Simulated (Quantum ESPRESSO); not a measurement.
Crystal: NbSi.

```
CELL_PARAMETERS angstrom
0.00000 2.57383 2.57383
2.57383 0.00000 2.57383
2.57383 2.57383 0.00000
ATOMIC_POSITIONS crystal
Nb 0.00000 0.00000 0.00000
Si 0.50000 0.50000 0.50000
```

The cell was built by a generator and needn't be a form met in nature.

Base run:

- Program: Quantum ESPRESSO 7.5
- Functional: PBE
- Potentials or basis: SSSP 1.3 efficiency PBE
- Cutoff: 748 eV
- Density cutoff: 5987 eV
- k mesh: 9 × 9 × 9
- Occupations: fermi-dirac, width 0.05 eV
- Spin: no spin polarisation
- Hubbard terms: Nb d U = 4 eV

Its results: band gap on the k mesh none (metal or under the smearing width); pressure 1.6 GPa.

The run is repeated on the same cell with these changes: hubbard terms from Nb d U = 4 eV to Nb d U = 2 eV. What comes out?

Band gap on the k mesh none (metal or under the smearing width); pressure 0.6 GPa.

Caveats: U without spin polarisation on a metal has little footing; the U is typed as a test and isn't derived for this compound.
